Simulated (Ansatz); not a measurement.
# RuN2: the cost of one run

Program: Ansatz 0.2.0 through its Python package. Level of theory: DFT LDA, plane waves, PAW. These are calculated values, not measurements.

### 1 The system

The structure is orthorhombic, space group Pnnm (No. 58). The conventional cell has a = 4.113 Å, b = 4.931 Å, c = 2.717 Å, α = 90.00°, β = 90.00°, γ = 90.00°. Ru (site symmetry 2/m) has 6 N at 2.08 to 2.12 Å as nearest neighbours. N (site symmetry m) is surrounded by 1 N at 1.34 Å.

No structure file is read: the coordinates are typed or built in the script.

### 2 The code

drho_run2.py

```python
# -*- coding: utf-8 -*-
"""Density of RuN2 less that of its sublattices."""

import ansatz as az
import numpy as np

vectors0 = np.array([
    [4.113222, 0.0, 0.0],
    [0.0, 4.931301, 0.0],
    [0.0, 0.0, 2.717092],
])
sites = [
    ("Ru", (0.0, 0.0, 0.0)),
    ("Ru", (0.5, 0.5, 0.5)),
    ("N", (0.379393, 0.908843, 0.5)),
    ("N", (0.120607, 0.408843, 0.0)),
    ("N", (0.620607, 0.091157, 0.5)),
    ("N", (0.879393, 0.591157, 0.0)),
]


def on_lattice(cell):
    crystal = az.Crystal(lattice=az.Lattice.of(cell))
    for symbol, position in sites:
        crystal = crystal.atom(symbol, position)
    return crystal

# same cell, cutoff and mesh for the crystal and its parts
def solve(crystal):
    return (
        crystal.calculation()
        .functional(az.Functional.LDA)
        .occupations("fermi_dirac", width=0.1)
        .basis(460, grid_basis="typed")
        .kpoints(6, 5, 8)
        .density()
        .run(threads=1)
    )


whole = solve(on_lattice(vectors0))
difference = whole.density().channels[0].density_e_per_ang3.copy()
binding = whole.report["free_energy_ev"]
for element in ["Ru", "N"]:
    part = az.Crystal(lattice=az.Lattice.of(vectors0))
    for symbol, position in sites:
        if symbol == element:
            part = part.atom(symbol, position)
    alone = solve(part)
    difference -= alone.density().channels[0].density_e_per_ang3
    binding -= alone.report["free_energy_ev"]
    print(f"{element} sublattice: {alone.report['n_electrons']:g} electrons, {alone.report['n_iterations']} iterations")

voxel = abs(np.linalg.det(vectors0)) / difference.size
print(f"energy of the crystal less its unpolarised sublattices: {binding / len(sites):.4f} eV/atom")
print(f"net charge of the difference {difference.sum() * voxel:.5f} e, charge rearranged {0.5 * np.abs(difference).sum() * voxel:.3f} e")
print(f"extremes {difference.min():.4f} and {difference.max():.4f} e/A^3")
for (symbol, position) in sites:
    index = tuple(int(round(p * n)) % n for p, n in zip(position, difference.shape))
    print(f"  change of the pseudo-density at the grid point nearest {symbol}: {difference[index]:+.4f} e/A^3")
profile = difference.mean(axis=(0, 1))
print("planar mean along the third vector:", np.round(profile[:: max(len(profile) // 12, 1)], 4))
```

### 3 The input behind the calls

The package turns the script's settings into the engine's input (first run):

```yaml
crystal:
  lattice:
    - [4.113222, 0.0, 0.0]
    - [0.0, 4.931301, 0.0]
    - [0.0, 0.0, 2.717092]
  atoms:
    - { symbol: Ru, position: [0.0, 0.0, 0.0] }
    - { symbol: Ru, position: [0.5, 0.5, 0.5] }
    - { symbol: "N", position: [0.379393, 0.908843, 0.5] }
    - { symbol: "N", position: [0.120607, 0.408843, 0.0] }
    - { symbol: "N", position: [0.620607, 0.091157, 0.5] }
    - { symbol: "N", position: [0.879393, 0.591157, 0.0] }
basis:
  ecutwfc: 460.0
  fft_grid_basis: typed
kpoints:
  mp_grid:
    grid: [6, 5, 8]
hamiltonian:
  xc: lda
scf:
  occupations:
    method: fermi_dirac
    width: 0.1
output:
  write_density: true
```

### 4 Running it

Command:

```bash
python drho_run2.py
```

What time and memory should one allow on 1 thread of Intel Xeon 6975P-C (Granite Rapids), shared host?

About 4.9 s, with a peak of 0.45 GiB.
